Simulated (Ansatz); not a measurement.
# Cs2AgBiBr6: the cost of one run

Program: Ansatz 0.2.0. Level of theory: DFT LDA, scalar-relativistic, plane waves, PAW. These are calculated values, not measurements.

1 further run of the same task is left out (set aside as unsound or not needed).

## Step 1: The starting structure

It takes space group Fm-3m (No. 225, cubic). The conventional cell has a = 11.484 Å, b = 11.484 Å, c = 11.484 Å, α = 90.00°, β = 90.00°, γ = 90.00°. Cs (site symmetry -43m) is surrounded by 12 Br at 4.06 Å. Ag (site symmetry m-3m) has 6 Br at 2.86 Å as nearest neighbours. Around Bi (site symmetry m-3m) lie 6 Br at 2.89 Å. Br (site symmetry 4mm) is surrounded by 1 Ag at 2.86 Å and 1 Bi at 2.89 Å and 4 Cs at 4.06 Å.

As a file:

```xyz
10
Lattice="0.0000 5.7420 5.7420 5.7420 0.0000 5.7420 5.7420 5.7420 0.0000" Properties=species:S:1:pos:R:3 pbc="T T T"
Cs    2.8710    2.8710    2.8710
Cs    8.6130    8.6130    8.6130
Ag    5.7420    5.7420    5.7420
Bi    0.0000    0.0000    0.0000
Br    5.7420    2.8860    5.7420
Br    8.5980    5.7420    5.7420
Br    5.7420    8.5980    5.7420
Br    2.8860    5.7420    5.7420
Br    5.7420    5.7420    2.8860
Br    5.7420    5.7420    8.5980
```

It is the result of an earlier relaxation at this level (volume 37.86 Å³/atom; gap on the mesh: 1.33 eV).

## Step 2: Relaxing with LDA

input.yaml

```yaml
crystal:
  lattice:
    - [0.0, 5.7420113531, 5.7420113531]
    - [5.7420113531, 0.0, 5.7420113531]
    - [5.7420113531, 5.7420113531, 0.0]
  atoms:
    - { symbol: Cs, position: [0.25, 0.25, 0.25] }
    - { symbol: Cs, position: [0.75, 0.75, 0.75] }
    - { symbol: Ag, position: [0.5, 0.5, 0.5] }
    - { symbol: Bi, position: [0.0, 0.0, 0.0] }
    - { symbol: Br, position: [0.2513063765, 0.7486936235, 0.2513063765] }
    - { symbol: Br, position: [0.2513063765, 0.7486936235, 0.7486936235] }
    - { symbol: Br, position: [0.7486936235, 0.2513063765, 0.7486936235] }
    - { symbol: Br, position: [0.7486936235, 0.2513063765, 0.2513063765] }
    - { symbol: Br, position: [0.2513063765, 0.2513063765, 0.7486936235] }
    - { symbol: Br, position: [0.7486936235, 0.7486936235, 0.2513063765] }
basis:
  ecutwfc: 420
kpoints:
  mp_grid: { grid: [4, 4, 4] }
hamiltonian:
  xc: lda
scf:
  occupations: { method: gaussian, width: 0.02 }
output:
  forces: true
  stress: true
  eigenvalues: true
relax:
  adjacent_minimum: "off"
  f_tol: 0.005
  max_steps: 50
  cell: { stress_tol: 0.05 }
```

Run with:

```console
> ansatz run input.yaml --threads 2 --pin off --max-ram 5120MiB --backend cpu --events-out ev --progress --plain --runs-dir out
```

Q: Estimate wall time and peak memory on 2 threads of Arm Neoverse V2, shared host.

About 39 s, with a peak of 0.76 GiB.
